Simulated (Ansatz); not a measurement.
# C8H10: vertical ionisation energy

The task here is to estimate one member of a computed series from the others.

The runs use Ansatz 0.2.0, Gaussian basis; unrestricted cation, the program's frozen cores in correlated methods.

The runs, in order: UKS PBE-D4/def2-TZVPP; UKS r2SCAN-D4/def2-TZVPP; UKS PBE0-D4/def2-TZVPP; UKS B3LYP-D4/def2-TZVPP; UKS wB97X-V/def2-TZVPP; UKS wB97M-V/def2-TZVPP; UKS B2PLYP/def2-TZVPP; UHF-CCSD(T)/def2-TZVPP; UHF-MP2/def2-QZVPP; extrapolation to the limit; then −ε(HOMO) from the neutral's earlier runs with LDA (SPW92), PBE-D4, revPBE-D4, BLYP-D4, r2SCAN-D4, B97M-V, PBE0-D4, B3LYP-D4, r2SCANh-D4, r2SCAN0-D4, HSE06-D4, BHLYP-D4, CAM-B3LYP-D4, LC-ωPBE, ωB97X-V, ωB97M-V.

## The relaxed structure

An earlier PBE0-D4 in a triple-zeta def2 set relaxation fixed the geometry.

SMILES `C=CC(=C)C(=C)C=C`, 18 atoms, charge 0, spin multiplicity 1.

Atoms are counted from 1 here; the program's logs count them from 0.

Bond lengths: C1–C2 1.331 Å, C1–H9 1.084 Å, C1–H10 1.083 Å, C2–C3 1.460 Å, C2–H11 1.088 Å, C3–C4 1.336 Å, C3–C5 1.488 Å, C4–H12 1.083 Å, C4–H13 1.085 Å, C5–C6 1.336 Å, C5–C7 1.460 Å, C6–H14 1.083 Å, C6–H15 1.085 Å, C7–C8 1.331 Å, C7–H16 1.088 Å, C8–H17 1.084 Å, C8–H18 1.083 Å. Angles: C2–C1–H9 121.6°, C2–C1–H10 121.1°, H9–C1–H10 117.3°, C1–C2–C3 125.5°, C1–C2–H11 119.4°, C3–C2–H11 115.1°, C2–C3–C4 120.5°, C2–C3–C5 119.2°, C4–C3–C5 120.3°, C3–C4–H12 121.4°, C3–C4–H13 120.9°, H12–C4–H13 117.6°, C3–C5–C6 120.3°, C3–C5–C7 119.2°, C6–C5–C7 120.5°, C5–C6–H14 121.4°, C5–C6–H15 120.9°, H14–C6–H15 117.6° and more.

Set-up of the first run:

in.yaml reads:

```yaml
crystal:
  periodic: [false, false, false]
  atoms:
    - {symbol: C, position_ang: [0.704447, 1.373363, -1.657324]}
    - {symbol: C, position_ang: [1.374391, 0.762127, -0.683712]}
    - {symbol: C, position_ang: [0.776075, 0.127287, 0.486927]}
    - {symbol: C, position_ang: [1.547656, -0.372425, 1.456226]}
    - {symbol: C, position_ang: [-0.706211, 0.056055, 0.594769]}
    - {symbol: C, position_ang: [-1.360851, 0.862205, 1.435096]}
    - {symbol: C, position_ang: [-1.432706, -0.914786, -0.218313]}
    - {symbol: C, position_ang: [-0.876955, -1.826003, -1.012791]}
    - {symbol: H, position_ang: [-0.378108, 1.429924, -1.652641]}
    - {symbol: H, position_ang: [1.222741, 1.834659, -2.488919]}
    - {symbol: H, position_ang: [2.460818, 0.728858, -0.722565]}
    - {symbol: H, position_ang: [1.119521, -0.846092, 2.330900]}
    - {symbol: H, position_ang: [2.629354, -0.319551, 1.391100]}
    - {symbol: H, position_ang: [-0.836817, 1.587392, 2.045159]}
    - {symbol: H, position_ang: [-2.440828, 0.813991, 1.526729]}
    - {symbol: H, position_ang: [-2.515949, -0.872710, -0.130149]}
    - {symbol: H, position_ang: [0.198734, -1.900954, -1.125022]}
    - {symbol: H, position_ang: [-1.485312, -2.523339, -1.575470]}
basis:
  gaussian: {orbitals: def2-TZVPP}
total_charge: 1
magnetization: {spin_polarized: true, initial_magnetization: 1}
hamiltonian: {xc: pbe, dispersion: d4}
```

On the command line:

```sh
$ ansatz run in.yaml --threads 2 --pin off --events-out ev --progress --plain --max-ram 32768MiB --backend cuda --devices 0, --max-vram 18GiB
```

Steps of the session up to this table: Cation, UKS PBE-D4/def2-TZVPP; Cation, UKS r2SCAN-D4/def2-TZVPP; Cation, UKS PBE0-D4/def2-TZVPP; Cation, UKS B3LYP-D4/def2-TZVPP; Cation, UKS wB97X-V/def2-TZVPP; Cation, UKS wB97M-V/def2-TZVPP; Cation, UKS B2PLYP (frozen core)/def2-TZVPP; Cation, UHF-CCSD(T)/def2-TZVPP; Cation, UHF-MP2/def2-QZVPP.

One table of the session follows, with a row left open; its other results are not shown here.

For comparison, −ε(HOMO) of the neutral from earlier runs:

```
  functional  −ε(HOMO) (eV)
 LDA (SPW92)           5.88
      PBE-D4           5.68
   revPBE-D4           5.61
     BLYP-D4           5.50
   r2SCAN-D4           5.83
      B97M-V           5.81
     PBE0-D4              ?
    B3LYP-D4           6.43
  r2SCANh-D4           6.20
  r2SCAN0-D4           6.75
    HSE06-D4           6.25
    BHLYP-D4           7.44
CAM-B3LYP-D4           7.87
     LC-ωPBE           9.21
     ωB97X-V           8.82
     ωB97M-V           8.75
```

Q: Estimate the row for PBE0-D4 from the others.

As computed: −ε(HOMO) (eV): 6.64. In the column «−ε(HOMO) (eV)» it lies between B3LYP-D4 (6.43) and r2SCAN0-D4 (6.75).
